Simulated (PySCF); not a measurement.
# [Hf(OH)3(H2O)]+: shape, vibrations and bonding

What shape and bonds does [Hf(OH)3(H2O)]+ have? It is relaxed from a template within its point group. The species was built from a template and needn't be a known compound.

Program: PySCF 2.14.0. Level of theory: PBE0, Hf def2-SVP with ECP60, O def2-SVP, H def2-SVP; scalar-relativistic core potentials, no spin–orbit coupling. These are calculated values, not measurements.

1 further run of the same task is left out (for a known fault of the program).

## 1. The system as given

10 atoms, charge 1, spin multiplicity 1.

Bond lengths: Hf1–O2 1.918 Å, Hf1–O4 1.918 Å, Hf1–O6 1.918 Å, Hf1–O8 2.180 Å, O2–H3 0.966 Å, O4–H5 0.966 Å, O6–H7 0.966 Å, O8–H9 0.970 Å, O8–H10 0.970 Å. Angles: O2–Hf1–O4 109.5°, O2–Hf1–O6 109.5°, O2–Hf1–O8 109.5°, O4–Hf1–O6 109.5°, O4–Hf1–O8 109.5°, O6–Hf1–O8 109.5°, Hf1–O2–H3 158.7°, Hf1–O4–H5 158.7°, Hf1–O6–H7 158.7°, Hf1–O8–H9 127.5°, Hf1–O8–H10 127.5°, H9–O8–H10 105.1°.

Geometry (Å):

```xyz
10

Hf    0.0000    0.0000    0.0000
O     1.1076    1.1076    1.1076
H     1.8747    1.3797    1.6272
O    -1.1076   -1.1076    1.1076
H    -1.8747   -1.3797    1.6272
O     1.1076   -1.1076   -1.1076
H     1.3797   -1.8747   -1.6272
O    -1.2586    1.2586   -1.2586
H    -1.2849    2.2280   -1.2849
H    -1.9136    0.9706   -1.9136
```

Formal oxidation states: Hf +4.

## 2. SCF at the start, singlet

Input file run.py (the lines that set the calculation):

```python
mol = gto.M(atom='''
Hf     0.00000     0.00000     0.00000
O      1.10760     1.10760     1.10760
H      1.87470     1.37970     1.62720
O     -1.10760    -1.10760     1.10760
H     -1.87470    -1.37970     1.62720
O      1.10760    -1.10760    -1.10760
H      1.37970    -1.87470    -1.62720
O     -1.25860     1.25860    -1.25860
H     -1.28490     2.22800    -1.28490
H     -1.91360     0.97060    -1.91360''',
    basis={'Hf': 'def2-SVP', 'O': 'def2-SVP', 'H': 'def2-SVP'},
    ecp={'Hf': 'def2-SVP'},
    charge=1, spin=0)
mf = dft.RKS(mol, xc='PBE0')
mf.grids.atom_grid = (50, 194)
mf = mf.density_fit()  # fitting sets: Hf def2-universal-JKFIT, O def2-universal-JKFIT, H def2-universal-JKFIT
mf.conv_tol = 1e-08; mf.max_cycle = 55
mf.kernel(dm0)  # dm0: free metal ions and neutral atoms
```

The run is started by

```sh
$ OMP_NUM_THREADS=2 python run.py
```

Log:

```text
init E= -355.362747290102
  HOMO = -0.595088170363116  LUMO = -0.328610281462048  gap/eV = 7.25123
cycle= 1 E= -351.199090853811  delta_E= 4.16  |g|=  0.8  |ddm|= 3.05
  HOMO = -0.360853950316945  LUMO = -0.206469371865232  gap/eV = 4.20102
cycle= 2 E= -351.183251921342  delta_E= 0.0158  |g|= 0.924  |ddm|= 1.29
  HOMO = -0.488547555310718  LUMO = -0.197488140553812  gap/eV = 7.92013
cycle= 3 E= -351.332979320638  delta_E= -0.15  |g|= 0.233  |ddm|= 0.692
  HOMO = -0.480775812248401  LUMO = -0.201340158170737  gap/eV = 7.60383
cycle= 4 E= -351.343974163637  delta_E= -0.011  |g|= 0.0578  |ddm|= 0.221
  HOMO = -0.482040937307466  LUMO = -0.196709606641534  gap/eV = 7.76426
cycle= 5 E= -351.344806493057  delta_E= -0.000832  |g|= 0.00549  |ddm|= 0.0616
  HOMO = -0.482386909881521  LUMO = -0.196726385098106  gap/eV = 7.77322
cycle= 6 E= -351.344811563423  delta_E= -5.07e-06  |g|= 0.00333  |ddm|= 0.00647
  HOMO = -0.482458961791646  LUMO = -0.196837607353601  gap/eV = 7.77215
cycle= 7 E= -351.344813571015  delta_E= -2.01e-06  |g|= 0.0006  |ddm|= 0.00226
  HOMO = -0.482458510261879  LUMO = -0.196846932034784  gap/eV = 7.77189
cycle= 8 E= -351.344813606405  delta_E= -3.54e-08  |g|= 0.000444  |ddm|= 0.00063
  HOMO = -0.482459402815245  LUMO = -0.196837773466697  gap/eV = 7.77216
cycle= 9 E= -351.344813644148  delta_E= -3.77e-08  |g|= 1.75e-05  |ddm|= 0.00028
  HOMO = -0.482459149394074  LUMO = -0.19683764052683  gap/eV = 7.77216
cycle= 10 E= -351.344813644232  delta_E= -8.44e-11  |g|= 5.72e-06  |ddm|= 2.25e-05
  HOMO = -0.482459793631089  LUMO = -0.196837469005573  gap/eV = 7.77218
Extra cycle  E= -351.344813644225  delta_E= 7.28e-12  |g|= 8.1e-06  |ddm|= 9.92e-06
converged SCF energy = -351.344813644225
```

Wall time 2.4 s (2 threads of Arm Neoverse V2, shared host); peak memory 0.65 GiB.

It gives: E = -351.344814 Eh, HOMO -13.13 eV, LUMO -5.36 eV, Mulliken charge on Hf1 +1.31 e. 

## 3. Relaxation, singlet

No symmetry is imposed.

Input file run.py (the lines that set the calculation):

```python
mol = gto.M(atom='''
Hf     0.01706    -0.01506     0.01606
O      1.12466     1.09254     1.12366
H      1.89176     1.36464     1.64326
O     -1.09054    -1.12266     1.12366
H     -1.85764    -1.39476     1.64326
O      1.12466    -1.12266    -1.09154
H      1.39676    -1.88976    -1.61114
O     -1.24154     1.24354    -1.24254
H     -1.26784     2.21294    -1.26884
H     -1.89654     0.95554    -1.89754''',
    basis={'Hf': 'def2-SVP', 'O': 'def2-SVP', 'H': 'def2-SVP'},
    ecp={'Hf': 'def2-SVP'},
    charge=1, spin=0)
mf = dft.RKS(mol, xc='PBE0')
mf.grids.atom_grid = (50, 194)
mf = mf.density_fit()  # fitting sets: Hf def2-universal-JKFIT, O def2-universal-JKFIT, H def2-universal-JKFIT
mf.conv_tol = 1e-08; mf.max_cycle = 55
mf.kernel(dm0)  # dm0: an SCF of this state at this start
# quasi-Newton relaxation in Cartesian coordinates to a largest gradient under 0.00045 Eh/bohr, steps kept in the point group
```

The run is started by

```sh
$ OMP_NUM_THREADS=2 python run.py
```

No log is kept here; the results follow.

Wall time 55 s (2 threads of Arm Neoverse V2, shared host).

Relaxation path:

```csv
step,energy from step 1 (eV),largest force component (eV/Å)
1,0.0000,1.3156
2,-0.1118,0.7205
3,-0.1509,0.6055
4,-0.1805,0.3559
5,-0.1820,0.9656
6,-0.2136,0.2231
7,-0.2259,0.1520
8,-0.2335,0.3801
9,-0.2373,0.1920
10,-0.2398,0.0908
11,-0.2421,0.0543
12,-0.2429,0.0423
13,-0.2435,0.0430
14,-0.2436,0.0252
15,-0.2437,0.0281
16,-0.2437,0.0205
```

Close pairs (by a distance rule), those that changed most:

```csv
bond,before (Å),after (Å),change (Å)
Hf1–O8,2.180,2.219,+0.039
Hf1–O4,1.918,1.893,-0.026
Hf1–O6,1.918,1.893,-0.025
Hf1–O2,1.918,1.896,-0.022
O4–H5,0.966,0.960,-0.006
O2–H3,0.966,0.960,-0.005
O6–H7,0.966,0.961,-0.005
O8–H9,0.970,0.971,+0.001
```

It ends in C1 at E = -351.353771 Eh.

```
Hf    0.0020   -0.1056    0.0431
O     1.1053    1.1084    0.9937
H     1.7242    1.5367    1.5904
O    -1.2304   -1.0453    1.1299
H    -1.7085   -1.6160    1.7361
O     0.9341   -1.2496   -1.1430
H     1.4874   -1.8982   -1.5857
O    -1.1739    1.2828   -1.2266
H    -1.1353    2.2514   -1.1689
H    -1.8040    1.0597   -1.9306
```

## 4. The relaxed geometry turned into its symmetry frame

Input file run.py (the lines that set the calculation):

```python
mol = gto.M(atom='''
Hf     0.02981    -0.04085     0.03325
O      1.13309     1.17313     0.98387
H      1.75199     1.60140     1.58052
O     -1.20257    -0.98053     1.12000
H     -1.68064    -1.55132     1.72622
O      0.96196    -1.18488    -1.15285
H      1.51519    -1.83345    -1.59560
O     -1.14608     1.34747    -1.23641
H     -1.10746     2.31613    -1.17871
H     -1.77617     1.12446    -1.94042''',
    basis={'Hf': 'def2-SVP', 'O': 'def2-SVP', 'H': 'def2-SVP'},
    ecp={'Hf': 'def2-SVP'},
    charge=1, spin=0)
mf = dft.RKS(mol, xc='PBE0')
mf.grids.atom_grid = (50, 194)
mf = mf.density_fit()  # fitting sets: Hf def2-universal-JKFIT, O def2-universal-JKFIT, H def2-universal-JKFIT
mf.conv_tol = 1e-08; mf.max_cycle = 55
mf.kernel(dm0)  # dm0: free metal ions and neutral atoms
```

The run is started by

```sh
$ OMP_NUM_THREADS=2 python run.py
```

Log:

```text
init E= -355.382734992121
  HOMO = -0.583299830702089  LUMO = -0.326304580047503  gap/eV = 6.99320
cycle= 1 E= -351.207620273406  delta_E= 4.18  |g|= 0.806  |ddm|= 3.07
  HOMO = -0.368030843281307  LUMO = -0.190742100646457  gap/eV = 4.82427
cycle= 2 E= -351.199283622771  delta_E= 0.00834  |g|= 0.905  |ddm|= 1.29
  HOMO = -0.495669611097811  LUMO = -0.190322210489384  gap/eV = 8.30893
cycle= 3 E= -351.343524374829  delta_E= -0.144  |g|= 0.219  |ddm|= 0.678
  HOMO = -0.487737353172984  LUMO = -0.197681933404237  gap/eV = 7.89281
cycle= 4 E= -351.352962523038  delta_E= -0.00944  |g|= 0.0571  |ddm|= 0.204
  HOMO = -0.489180478577238  LUMO = -0.192532370389436  gap/eV = 8.07221
cycle= 5 E= -351.353764908205  delta_E= -0.000802  |g|= 0.00512  |ddm|= 0.0602
  HOMO = -0.489526301951105  LUMO = -0.192634982318186  gap/eV = 8.07882
cycle= 6 E= -351.353769652923  delta_E= -4.74e-06  |g|= 0.00282  |ddm|= 0.00594
  HOMO = -0.4895852864816  LUMO = -0.192749959424081  gap/eV = 8.07730
cycle= 7 E= -351.35377106762  delta_E= -1.41e-06  |g|= 0.000279  |ddm|= 0.00173
  HOMO = -0.489587254974864  LUMO = -0.192738284147726  gap/eV = 8.07767
cycle= 8 E= -351.353771083341  delta_E= -1.57e-08  |g|= 3.84e-05  |ddm|= 0.000214
  HOMO = -0.489587112533311  LUMO = -0.19273781020015  gap/eV = 8.07768
cycle= 9 E= -351.353771083341  delta_E= -2.27e-13  |g|= 4.12e-05  |ddm|= 5.25e-05
  HOMO = -0.48958746440883  LUMO = -0.192737379644047  gap/eV = 8.07770
Extra cycle  E= -351.353771082487  delta_E= 8.54e-10  |g|= 7.8e-05  |ddm|= 7.5e-05
converged SCF energy = -351.353771082487
```

Run time: 1.7 s. Hardware: 2 threads of Arm Neoverse V2, shared host.

Result: E = -351.353771 Eh, HOMO -13.32 eV, LUMO -5.24 eV, Mulliken charge on Hf1 +1.31 e. 

## 5. Frequencies and infrared intensities

run.py (the lines that set the calculation), as its differences from that of step 4:

```diff
@@ -17,3 +17,4 @@
 mf = mf.density_fit()  # fitting sets: Hf def2-universal-JKFIT, O def2-universal-JKFIT, H def2-universal-JKFIT
-mf.conv_tol = 1e-08; mf.max_cycle = 55
-mf.kernel(dm0)  # dm0: free metal ions and neutral atoms
+mf.conv_tol = 1e-10; mf.max_cycle = 55
+mf.kernel(dm0)  # dm0: the density of the relaxed state
+# Hessian and dipole derivatives by central differences of gradients, 0.02 bohr
```

The run is started by

```sh
$ OMP_NUM_THREADS=2 python run.py
```

No log is kept here; the results follow.

Wall time 3.3 min (2 threads of Arm Neoverse V2, shared host).

Point group C1; negative numbers are unstable modes, and those under 60 cm⁻¹ are near the numerical noise:

```csv
cm⁻¹,km/mol
38,1.8
93,5.4
113,8.7
126,0.8
178,0.1
181,0.2
314,0.7
373,28.6
396,6.3
412,369.4
416,555.1
497,47.6
509,63.6
541,408.8
577,58.8
752,174.6
752,173.8
773,31.4
1630,113.9
3784,285.4
3860,284.1
3962,574.7
3966,537.3
3975,204.7
```

## 6. Charges, bond orders and levels

Input file run.py (the lines that set the calculation):

```python
mol = gto.M(atom='''
Hf     0.00198    -0.10558     0.04310
O      1.10526     1.10840     0.99371
H      1.72416     1.53668     1.59036
O     -1.23040    -1.04526     1.12985
H     -1.70847    -1.61605     1.73606
O      0.93413    -1.24960    -1.14300
H      1.48736    -1.89818    -1.58575
O     -1.17391     1.28275    -1.22656
H     -1.13528     2.25140    -1.16886
H     -1.80400     1.05973    -1.93058''',
    basis={'Hf': 'def2-SVP', 'O': 'def2-SVP', 'H': 'def2-SVP'},
    ecp={'Hf': 'def2-SVP'},
    charge=1, spin=0)
mf = dft.RKS(mol, xc='PBE0')
mf.grids.atom_grid = (75, 302)
mf = mf.density_fit()  # fitting sets: Hf def2-universal-JKFIT, O def2-universal-JKFIT, H def2-universal-JKFIT
mf.conv_tol = 1e-09; mf.max_cycle = 55
mf.kernel(dm0)  # dm0: the density of the relaxed state
```

The run is started by

```sh
$ OMP_NUM_THREADS=2 python run.py
```

Log:

```text
init E= -351.353725442443
  HOMO = -0.489584251974061  LUMO = -0.192729549434535  gap/eV = 8.07783
cycle= 1 E= -351.35372550115  delta_E= -5.87e-08  |g|= 8.36e-05  |ddm|= 0.000556
  HOMO = -0.489581962353991  LUMO = -0.192728914324199  gap/eV = 8.07778
cycle= 2 E= -351.353725501907  delta_E= -7.58e-10  |g|= 6.19e-05  |ddm|= 9.76e-05
  HOMO = -0.489583384629339  LUMO = -0.192729335885467  gap/eV = 8.07781
cycle= 3 E= -351.353725502352  delta_E= -4.45e-10  |g|= 3.88e-05  |ddm|= 6.07e-05
  HOMO = -0.489583476409274  LUMO = -0.19272954250776  gap/eV = 8.07781
cycle= 4 E= -351.353725502654  delta_E= -3.02e-10  |g|= 3.78e-06  |ddm|= 2.57e-05
  HOMO = -0.489583087122632  LUMO = -0.192729338459799  gap/eV = 8.07780
Extra cycle  E= -351.353725502639  delta_E= 1.44e-11  |g|= 5.61e-06  |ddm|= 6.83e-06
converged SCF energy = -351.353725502639
```

Wall time 15 s (2 threads of Arm Neoverse V2, shared host).

Read off: E = -351.353726 Eh, HOMO -13.32 eV, LUMO -5.24 eV, Mulliken charge on Hf1 +1.31 e, largest force component 0.025 eV/Å. 

Löwdin charges:

```
atom  value (e)
 Hf1       0.50
  O2      -0.10
  H3       0.13
  O4      -0.10
  H5       0.13
  O6      -0.10
  H7       0.13
  O8       0.07
  H9       0.17
 H10       0.17
```

Mulliken charges: Hf1 +1.31, O2 -0.43, H3 +0.24, O4 -0.42, H5 +0.24, O6 -0.42, H7 +0.24, O8 -0.30, H9 +0.28, H10 +0.27 e.

Contacts (the nearest donor of each ligand) and Mayer bond orders:

```
     contact  distance (Å)  bond order
 Hf1–O2 (OH)         1.896        1.28
 Hf1–O4 (OH)         1.893        1.28
 Hf1–O6 (OH)         1.893        1.28
Hf1–O8 (H2O)         2.219        0.42
```

Mulliken populations of Hf1 outside the core potential: s 2.28, p 6.29, d 1.92, f 0.20.

The fields below are evaluated on a grid from the run's orbitals.

Frontier orbitals at PBE0, with the share of their density that lies nearest to each atom:

| orbital | energy (eV) | lies on |
| --- | --- | --- |
| HOMO | -13.32 | O4, O6 about 34 % each; O2 24 % |
| LUMO | -5.24 | Hf1 24 %; H9, H10 about 20 % each; O8 14 % |

ELF in a plane through or near 5 of the atoms.

Values, 10 rows by 14 columns:
```
0.00 0.00 0.00 0.00 0.00 0.00 0.00 0.00 0.00 0.00 0.00 0.00 0.00 0.00
0.00 0.00 0.00 0.00 0.00 0.01 0.03 0.00 0.00 0.00 0.00 0.00 0.00 0.00
0.00 0.00 0.00 0.00 0.03 0.70 0.87 0.30 0.05 0.00 0.00 0.00 0.00 0.00
0.00 0.00 0.00 0.00 0.14 0.61 0.55 0.85 0.52 0.00 0.00 0.00 0.00 0.00
0.00 0.00 0.00 0.00 0.02 0.12 0.34 0.31 0.04 0.31 0.90 0.79 0.02 0.00
0.00 0.00 0.00 0.01 0.02 0.28 0.79 0.82 0.41 0.32 0.70 0.17 0.00 0.00
0.00 0.00 0.00 0.00 0.03 0.11 0.06 0.02 0.03 0.67 0.95 0.64 0.00 0.00
0.00 0.00 0.00 0.00 0.00 0.00 0.01 0.00 0.00 0.00 0.00 0.00 0.00 0.00
0.00 0.00 0.00 0.00 0.00 0.00 0.00 0.00 0.00 0.00 0.00 0.00 0.00 0.00
0.00 0.00 0.00 0.00 0.00 0.00 0.00 0.00 0.00 0.00 0.00 0.00 0.00 0.00
```
The map spans 10.2 Å across and 10.9 Å up, centred on the molecule. Atoms in the plane (x, y in Å): Hf1 (-0.4, 0.0), O2 (-0.4, 1.9), O8 (1.8, -0.3), H9 (2.5, 0.4), H10 (2.3, -1.1).

log10 of the density (e/Å³) in the same plane.

Ten even steps from ' ' (-4.0) to '@' (1.0):
```
                                                        
                                                        
                    ..::::....                          
                ..::========--::..                      
              ..--==++####**++==--::                    
              ::--++**##%%####++==--..                  
            ..::==++##%%@@@@%%**++==::......            
          ..::--==++##%%%%%%##**++========----..        
        ....::--==++**##%%%%##**++++********==--..      
        ....::--==++##%%%%%%@@##**##%%%%%%##++==::      
        ....::--==++##%%@@%%%%####%%@@@@%%##++--::      
          ..::--==++**########****##%%%%%%##++--..      
          ..::--====++++++++======++**####**==::..      
            ..::----======----------========::..        
                ..::::::::::::..............            
                  ................                      
                                                        
                                                        
                                                        
                                                        
```
The map spans 10.2 Å across and 10.9 Å up, centred on the molecule. Atoms in the plane (x, y in Å): Hf1 (-0.4, 0.0), O2 (-0.4, 1.9), O8 (1.8, -0.3), H9 (2.5, 0.4), H10 (2.3, -1.1).

On the surface of density 0.002 e/bohr³ the electrostatic potential runs, from the 1st to the 99th percentile, from 3.33 V near O4 to 8.14 V near Hf1.

## 7. Summary of results

| quantity | value |
| --- | --- |
| state and point group | singlet, C1 |
| modes | 38 to 3975 cm⁻¹, none unstable |
| strongest infrared band (modes within 1.5 cm⁻¹ summed) | 3962 cm⁻¹ (575 km/mol) |
| zero-point energy | 1.749 eV |
| ideal gas, 298 K, 1 bar | S = 409.7, Cp = 142.1 J/(mol K) |
| metal–ligand contacts | 1.89 to 2.22 Å |
| frontier levels | HOMO -13.32 eV, LUMO -5.24 eV |
| dipole about the centre of mass | 4.26 D |
| mean polarisability | 6.2 Å³ |

What this shows: All modes are real within the noise of the softest ones, so the structure is a minimum. The metal carries +0.50 e by Löwdin's partition against a formal +4, and bond orders to the nearest donors reach 1.28. Both measures hang on the basis. One start shape was tried, so another isomer may lie lower. The bases are small and lack diffuse functions. Spin–orbit coupling is left out.
